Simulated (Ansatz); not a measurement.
# C3H8Ge: one species, many methods

An exercise on one series of results from a longer session: the logs are not shown, and one member is left open.

Program: Ansatz 0.2.0, Gaussian basis. Level of theory: functionals in def2-TZVPP, the program's frozen cores in correlated methods. These are calculated values, not measurements.

Plan: LDA (SPW92), PBE-D4, revPBE-D4, BLYP-D4, r2SCAN-D4, B97M-V, PBE0-D4, B3LYP-D4, r2SCANh-D4, r2SCAN0-D4, HSE06-D4, BHLYP-D4, CAM-B3LYP-D4, LC-ωPBE, ωB97X-V, ωB97M-V, B2PLYP, PBE-QIDH; CCSD(T)/def2-SVP; CCSD(T)/def2-TZVPP; MP2/def2-QZVPP; extrapolation to the limit; RPA on PBE.

## The relaxed structure

An earlier PBE0-D4 in a triple-zeta def2 set relaxation fixed the geometry.

SMILES `C[CH](C)[GeH]`, 12 atoms, charge 0, spin multiplicity 1.

Atoms are counted from 1 here; the program's logs count them from 0.

Bond lengths: C1–C2 1.519 Å, C1–H5 1.094 Å, C1–H6 1.094 Å, C1–H7 1.097 Å, C2–C3 1.528 Å, C2–Ge4 2.004 Å, C2–H8 1.096 Å, C3–H9 1.096 Å, C3–H10 1.094 Å, C3–H11 1.096 Å, Ge4–H12 1.602 Å. Angles: C2–C1–H5 112.4°, C2–C1–H6 110.8°, C2–C1–H7 111.1°, H5–C1–H6 107.6°, H5–C1–H7 107.0°, H6–C1–H7 107.7°, C1–C2–C3 111.7°, C1–C2–Ge4 114.5°, C1–C2–H8 109.5°, C3–C2–Ge4 104.8°, C3–C2–H8 108.6°, Ge4–C2–H8 107.4°, C2–C3–H9 110.8°, C2–C3–H10 111.1°, C2–C3–H11 112.9°, H9–C3–H10 107.3°, H9–C3–H11 106.6°, H10–C3–H11 107.8° and more.

Set-up of the first run:

in.yaml reads:

```yaml
crystal:
  periodic: [false, false, false]
  atoms:
    - {symbol: C, position_ang: [-0.644840, 0.948397, -0.674256]}
    - {symbol: C, position_ang: [0.234437, -0.275578, -0.481699]}
    - {symbol: C, position_ang: [1.019294, -0.207259, 0.826977]}
    - {symbol: Ge, position_ang: [-0.765210, -2.010192, -0.390848]}
    - {symbol: H, position_ang: [-1.218499, 0.906903, -1.604922]}
    - {symbol: H, position_ang: [-1.357593, 1.048993, 0.149454]}
    - {symbol: H, position_ang: [-0.044048, 1.865781, -0.708202]}
    - {symbol: H, position_ang: [0.944652, -0.350537, -1.312591]}
    - {symbol: H, position_ang: [1.694788, 0.656325, 0.831986]}
    - {symbol: H, position_ang: [0.347083, -0.100224, 1.684037]}
    - {symbol: H, position_ang: [1.642698, -1.092866, 0.997514]}
    - {symbol: H, position_ang: [-1.775962, -1.445043, 0.716449]}
basis:
  gaussian: {orbitals: def2-TZVPP}
hamiltonian: {xc: lda}
output: {orbitals: {seedname: orbitals}}
```

Started as:

```console
> ansatz run in.yaml --threads 4 --pin off --events-out ev --progress --plain --max-ram 10444MiB
```

Among the steps run: LDA; PBE-D4 (GGA); revPBE-D4 (GGA); BLYP-D4 (GGA); r2SCAN-D4 (meta-GGA); B97M-V (meta-GGA); PBE0-D4 (hybrid); B3LYP-D4 (hybrid); r2SCANh-D4 (hybrid); r2SCAN0-D4 (hybrid); HSE06-D4 (hybrid); BHLYP-D4 (hybrid); CAM-B3LYP-D4 (range-separated); LC-ωPBE (range-separated); ωB97X-V (range-separated); ωB97M-V (range-separated); B2PLYP (double hybrid); PBE-QIDH (double hybrid).

One of the session's tables, all rows but one given; the rest of the session is left out.

It belongs to the step «Frontier levels by functional». 

| functional | HOMO (eV) | LUMO (eV) | gap (eV) |
| --- | --- | --- | --- |
| LDA (SPW92) | -5.26 | -3.64 | 1.63 |
| PBE-D4 | ? | ? | ? |
| revPBE-D4 | -5.09 | -3.25 | 1.85 |
| BLYP-D4 | -5.03 | -3.29 | 1.75 |
| r2SCAN-D4 | -5.37 | -3.25 | 2.11 |
| B97M-V | -5.40 | -3.27 | 2.13 |
| PBE0-D4 | -6.16 | -2.50 | 3.65 |
| B3LYP-D4 | -6.00 | -2.76 | 3.24 |
| r2SCANh-D4 | -5.74 | -2.93 | 2.81 |
| r2SCAN0-D4 | -6.31 | -2.46 | 3.85 |
| HSE06-D4 | -5.77 | -2.88 | 2.89 |
| BHLYP-D4 | -7.08 | -1.62 | 5.47 |
| CAM-B3LYP-D4 | -7.43 | -1.47 | 5.95 |
| LC-ωPBE | -8.67 | -0.26 | 8.41 |
| ωB97X-V | -8.37 | -0.41 | 7.95 |
| ωB97M-V | -8.26 | -0.55 | 7.71 |

Q: Estimate the row for PBE-D4 from the others.

**Answer.** HOMO (eV): -5.14; LUMO (eV): -3.36; gap (eV): 1.78. In the column «HOMO (eV)» it lies between LDA (SPW92) (-5.26) and revPBE-D4 (-5.09).
